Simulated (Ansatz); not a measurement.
**CH6NOSbSi: a ladder of functionals and wavefunction methods**

An exercise on one series of results from a longer session: the logs are not shown, and one member is left open.

Program: Ansatz 0.2.0, Gaussian basis. Level of theory: functionals in def2-TZVPP, the program's frozen cores in correlated methods. These are calculated values, not measurements.

The runs, in order: PBE-D4, r2SCAN-D4, PBE0-D4, B3LYP-D4, ωB97X-V, ωB97M-V, B2PLYP; CCSD(T)/def2-TZVPP; MP2/def2-QZVPP; extrapolation to the limit.

## Structure used throughout

The geometry comes from an earlier relaxation with PBE0-D4 in a triple-zeta def2 set; it is a stationary point, not always the lowest conformer. Sb takes the def2 core potential; no spin-orbit term is included.

SMILES `C=[N][SbH][SiH2]O`, 11 atoms, charge 0, spin multiplicity 1.

Atoms are counted from 1 here; the program's logs count them from 0.

Bond lengths: C1–N2 1.257 Å, C1–H6 1.097 Å, C1–H7 1.100 Å, N2–Sb3 2.067 Å, Sb3–Si4 2.585 Å, Sb3–H8 1.708 Å, Si4–O5 1.652 Å, Si4–H9 1.494 Å, Si4–H10 1.493 Å, O5–H11 0.959 Å. Angles: N2–C1–H6 118.8°, N2–C1–H7 126.2°, H6–C1–H7 115.1°, C1–N2–Sb3 121.6°, N2–Sb3–Si4 99.0°, N2–Sb3–H8 92.5°, Si4–Sb3–H8 89.9°, Sb3–Si4–O5 108.9°, Sb3–Si4–H9 110.8°, Sb3–Si4–H10 108.2°, O5–Si4–H9 110.3°, O5–Si4–H10 112.0°, H9–Si4–H10 106.7°, Si4–O5–H11 117.5°.

Set-up of the first run:

The input, in.yaml:

```yaml
crystal:
  periodic: [false, false, false]
  atoms:
    - {symbol: C, position_ang: [0.136499, 1.963571, 0.819098]}
    - {symbol: N, position_ang: [0.998807, 1.873454, -0.091094]}
    - {symbol: Sb, position_ang: [1.901239, 0.071788, -0.552882]}
    - {symbol: Si, position_ang: [-0.081382, -1.512788, -0.061370]}
    - {symbol: O, position_ang: [-1.471722, -0.820351, -0.624450]}
    - {symbol: H, position_ang: [-0.271947, 2.952395, 1.063524]}
    - {symbol: H, position_ang: [-0.270786, 1.131392, 1.412603]}
    - {symbol: H, position_ang: [1.419740, 0.163488, -2.188999]}
    - {symbol: H, position_ang: [-0.194706, -1.783010, 1.403235]}
    - {symbol: H, position_ang: [0.196696, -2.824199, -0.718155]}
    - {symbol: H, position_ang: [-2.297036, -1.272738, -0.441009]}
basis:
  gaussian: {orbitals: def2-TZVPP}
hamiltonian: {xc: pbe, dispersion: d4}
output: {forces: true, orbitals: {seedname: orbitals}}
```

On the command line:

```sh
ansatz run in.yaml --threads 4 --pin off --events-out ev --progress --plain --max-ram 10444MiB
```

Steps of the session up to this table: PBE-D4 (GGA); r2SCAN-D4 (meta-GGA); PBE0-D4 (hybrid); B3LYP-D4 (hybrid); ωB97X-V (range-separated); ωB97M-V (range-separated); B2PLYP (double hybrid); CCSD(T) in def2-TZVPP; MP2 in def2-QZVPP.

One of the session's tables, all rows but one given; the rest of the session is left out.

It belongs to the step «Atomisation energies». 

```
            method  atomisation energy (kcal/mol)
            PBE-D4                          889.9
         r2SCAN-D4                          867.5
           PBE0-D4                          864.9
          B3LYP-D4                              ?
           ωB97X-V                          877.8
           ωB97M-V                          871.2
            B2PLYP                          859.9
     HF/def2-TZVPP                          577.4
    MP2/def2-TZVPP                          850.0
   CCSD/def2-TZVPP                          824.8
CCSD(T)/def2-TZVPP                          842.1
           MP2/CBS                          881.3
       CCSD(T)/CBS                          873.4
```

Q: Estimate the row for B3LYP-D4 from the others.

The run gave: atomisation energy (kcal/mol): 875.7. In the column «atomisation energy (kcal/mol)» it lies between CCSD(T)/CBS (873.4) and ωB97X-V (877.8).

To keep in mind: Free atoms (1 C, 1 N, 1 Sb, 1 Si, 1 O, 6 H) were run apart at each level; the atomisation energy is their sum less the molecule, without zero-point or spin-orbit terms.
